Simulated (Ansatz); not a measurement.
Ca3BiP, space group Pm-3m: an equation of state with a fit, run with the Python package of Ansatz (0.2.0).

`run_eos.py`
```python
"""Energy against volume for Ca3BiP, with a fit."""

import ansatz as az
import numpy as np
from scipy.optimize import curve_fit

VECTORS = np.array([
    [5.41747, 0.0, 0.0],
    [0.0, 5.41747, 0.0],
    [0.0, 0.0, 5.41747],
])
SITES = [
    ("Ca", (0.0, 0.5, 0.5)),
    ("Ca", (0.5, 0.0, 0.5)),
    ("Ca", (0.5, 0.5, 0.0)),
    ("Bi", (0.0, 0.0, 0.0)),
    ("P", (0.5, 0.5, 0.5)),
]


def make_crystal(cell):
    crystal = az.Crystal(lattice=az.Lattice.of(cell))
    for symbol, position in SITES:
        crystal = crystal.atom(symbol, position)
    return crystal

def vinet(v, e0, v0, b0, b1):
    eta = (v / v0) ** (1 / 3)
    return e0 + 2 * b0 * v0 / (b1 - 1) ** 2 * (2 - (5 + 3 * b1 * (eta - 1) - 3 * eta) * np.exp(-1.5 * (b1 - 1) * (eta - 1)))

# scale the volume, keep shape and fractions
volumes, energies, pressures = [], [], []
for scale in np.linspace(0.92, 1.08, 7):
    cell = VECTORS * scale ** (1 / 3)
    calculation = (
        make_crystal(cell).calculation()
        .basis(470)
        .functional("PBEsol")
        .occupations(az.OccupationsMethod.FERMI_DIRAC, width=150 * az.meV)
        .kpoints(4, 4, 4)  # sampling of the Brillouin zone
        .stress()  # positive in compression
    )
    rep = calculation.run(threads=1, backend="cpu").report
    volumes.append(abs(np.linalg.det(cell)) / len(SITES))
    energies.append(rep["free_energy_ev"] / len(SITES))
    pressures.append(np.trace(rep["stress_gpa"]) / 3)
    print(f"V = {volumes[-1]:8.4f} A^3/atom  F = {energies[-1]:.5f} eV/atom  P = {pressures[-1]:8.3f} GPa")

guess = (min(energies), volumes[int(np.argmin(energies))], 0.5, 4.5)
(e0, v0, b0, b1), _ = curve_fit(vinet, np.array(volumes), np.array(energies), p0=guess, maxfev=20000)
print(f"Vinet fit: V0 = {v0:.4f} A^3/atom, B0 = {160.21766 * b0:.1f} GPa, B1 = {b1:.2f}")
print("largest residual", round(1000 * float(np.abs(vinet(np.array(volumes), e0, v0, b0, b1) - energies).max()), 3), "meV/atom")
```

Its results, one of them left out:

| V (Å³/atom) | F less the lowest row shown (meV/atom) |
| --- | --- |
| 29.255 | ? |
| 30.103 | 1.14 |
| 30.951 | 0.00 |
| 31.799 | 4.41 |
| 32.647 | 13.68 |
| 33.495 | 27.19 |
| 34.343 | 44.41 |

What is the missing energy at 29.255 Å³ an atom?

A third-order Birch-Murnaghan fit, E = E0 + (9 V0 B0 / 16) [(t - 1)³ B' + (t - 1)² (6 - 4t)] with t = (V0/V)^(2/3), through the 6 rows shown gives V0 = 30.688 Å³, B0 = 39.5 GPa, B' = 3.90 and E0 = -0.28 meV. At V = 29.255 Å³, t = 1.03238, and the fit extrapolates to 8.64 meV. The run gave 8.64 meV, a miss of 0.01 meV.

Notes:
- Pressure is positive in compression.
- Spin-orbit coupling, which matters for elements this heavy, is left out.
- The structure comes from a database of computed cells and needn't be a stable or known phase.
- Hardware and time: 38 s on 1 thread of Arm Neoverse V1, on a shared host, peak memory 0.53 GiB.
